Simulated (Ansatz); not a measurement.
# SiCl2OF (SMILES [O][Si](F)(Cl)Cl): UPBE-QIDH/cc-pVDZ

Aim: the energy change on altering one bond length of SiCl2OF at UPBE-QIDH/cc-pVDZ, from 2 runs. 

Program for the calculation: Ansatz 0.2.0.

73 further runs of the same task are left out: 9 that didn't finish, 64 set aside as unsound or not needed.

**1. The structure to begin with**

SiCl2OF has 5 atoms, charge 0, and is taken as a doublet. As SMILES, `[O][Si](F)(Cl)Cl`. The coordinates come from a PBE0-D4/def2-TZVP relaxation.

Bond lengths: O1–Si2 1.643 Å, Si2–F3 1.574 Å, Si2–Cl4 2.012 Å, Si2–Cl5 2.011 Å. Angles: O1–Si2–F3 113.3°, O1–Si2–Cl4 105.6°, O1–Si2–Cl5 107.2°, F3–Si2–Cl4 108.3°, F3–Si2–Cl5 107.9°, Cl4–Si2–Cl5 114.8°.

**2. The energy at UPBE-QIDH/cc-pVDZ**

Contents of input.yaml:

```yaml
crystal:
  periodic: [false, false, false]
  atoms:
    - {symbol: O, position_ang: [1.205200, -1.120900, 0.351000]}
    - {symbol: Si, position_ang: [0.002000, -0.037300, 0.071900]}
    - {symbol: F, position_ang: [-0.944500, 0.175500, 1.311100]}
    - {symbol: Cl, position_ang: [-1.088600, -0.815800, -1.428500]}
    - {symbol: Cl, position_ang: [0.875700, 1.725000, -0.347000]}
basis:
  gaussian: {orbitals: cc-pVDZ}
magnetization: {spin_polarized: true, initial_magnetization: 1}
hamiltonian: {xc: {name: PBE-QIDH}}
correlation: {frozen_orbitals: {Cl: 5, F: 1, O: 1, Si: 5}}
accuracy: high
output: {orbitals: {seedname: orbitals}}
```

Started as:

```
ansatz run input.yaml --threads 1 --pin off --max-ram 3480MiB --events-out events.jsonl --progress --plain --runs-dir runs
```

The program printed:

```text
Warning: RAYON_NUM_THREADS=1 ignored (pool sized by the plan → 1); use --threads N
Functional definition: PBE-QIDH
  name "PBE-QIDH"
  parameter a = 3^(-1/3)
  parameter c = 1/3
  exchange = (1 - a)*pbe_x + a*exact_x
  correlation = (1 - c)*pbe_c + c*(mp2_os + mp2_ss)
1763 factors; integrals over basis functions are off by at most 3.0e-9 eV
mean field evaluation 1: about -37648.0336 eV, gradient 3.8e1 eV
mean field evaluation 2: about -37648.0787 eV, gradient 3.8e1 eV
mean field evaluation 4: about -37656.1729 eV, gradient 9.1e0 eV
mean field evaluation 8: about -37657.1699 eV, gradient 4.7e-1 eV
mean field evaluation 16: about -37657.1747 eV, gradient 7.7e-3 eV
mean field evaluation 32: about -37657.1747 eV, gradient 1.4e-4 eV
mean field evaluation 64: about -37657.0295 eV, gradient 5.7e-2 eV
mean field -37657.17470396 eV, -1383.8756454207 hartree, gradient 9.1e-8 eV, S^2 0.753912; 3 other end points of the search recorded, 0 dependent functions left out
17 core orbitals not correlated: weight in the atoms' cores, before any rotation towards them, 1.000 or more for the frozen orbitals, at most 0.000 for the correlated occupied ones
reference -37657.17470480 eV, -1383.8756454515 hartree; 16, 15 occupied and 49, 50 virtual orbitals, 1763 factors
second order -20.74730827 eV of doubles, -0.00000000 eV of singles
Total energy: -37664.09047422 eV, -1384.1297952901 hartree
```

Run time: 41 s. Hardware: 1 thread of Arm Neoverse V2, shared host; peak memory 0.47 GiB.

**3. The distorted shape, same level**

Contents of molecule.yaml:

```yaml
crystal:
  periodic: [false, false, false]
  atoms:
    - {symbol: O, position_ang: [2.513923, -0.186698, 2.151484]}
    - {symbol: Si, position_ang: [1.310723, 0.896902, 1.872384]}
    - {symbol: F, position_ang: [0.364223, 1.109702, 3.111584]}
    - {symbol: Cl, position_ang: [-1.088600, -0.815800, -1.428500]}
    - {symbol: Cl, position_ang: [2.184423, 2.659202, 1.453484]}
basis:
  gaussian:
    orbitals: cc-pVDZ
magnetization:
  spin_polarized: true
  initial_magnetization: 1
hamiltonian:
  xc: {name: PBE-QIDH}
correlation:
  frozen_orbitals: {Cl: 5, F: 1, O: 1, Si: 5}
accuracy: high
output:
  orbitals: {seedname: orbitals}
```

Started as:

```
ansatz run molecule.yaml --threads 1 --pin off --max-ram 3480MiB --events-out events.jsonl --progress --plain --runs-dir runs
```

The program printed, shortened:

```text
Warning: RAYON_NUM_THREADS=1 ignored (pool sized by the plan → 1); use --threads N
[... 2 set-up lines as earlier in the session ...]
[...]
1680 factors; integrals over basis functions are off by at most 3.3e-9 eV
[...]
mean field -37653.27743047 eV, -1383.7324232617 hartree, gradient 3.7e-8 eV, S^2 1.442971; 10 other end points of the search recorded, 0 dependent functions left out
17 core orbitals not correlated: weight in the atoms' cores, before any rotation towards them, 1.000 or more for the frozen orbitals, at most 0.000 for the correlated occupied ones
reference -37653.27743152 eV, -1383.7324233004 hartree; 16, 15 occupied and 49, 50 virtual orbitals, 1680 factors
second order -20.31785373 eV of doubles, -0.00000000 eV of singles
Total energy: -37660.05004943 eV, -1383.9813124179 hartree
```

Run time: 2.9 min. Hardware: 1 thread of Arm Neoverse V2, shared host; peak memory 0.5 GiB.

**4. Summary of results**

Level: UPBE-QIDH/cc-pVDZ, 17 core orbitals frozen.

| quantity | value |
| --- | --- |
| first shape: total energy | -1384.12980 Eh |
| first shape: HOMO energy (SCF part's orbitals) (highest over α and β) | -12.31 eV |
| first shape: LUMO energy (SCF part's orbitals) (lowest over α and β) | -2.20 eV |
| first shape: ⟨S²⟩ | 0.754 |
| distorted shape: total energy | -1383.98131 Eh |
| distorted shape: HOMO energy (SCF part's orbitals) (highest over α and β) | -10.07 eV |
| distorted shape: LUMO energy (SCF part's orbitals) (lowest over α and β) | -3.69 eV |
| distorted shape: ⟨S²⟩ | 1.443 |
| energy change with the Si2–Cl4 bond stretched from 2.012 to 4.426 Å | 4.040 eV |

**Reading.** With the Si2–Cl4 bond stretched from 2.012 to 4.426 Å the energy rises by 4.04 eV (390 kJ/mol). The first shape isn't relaxed at this level, so the change isn't measured from a minimum. ⟨S²⟩ (distorted shape) is 1.44 where a pure doublet has 0.75: the reference is spin-contaminated.
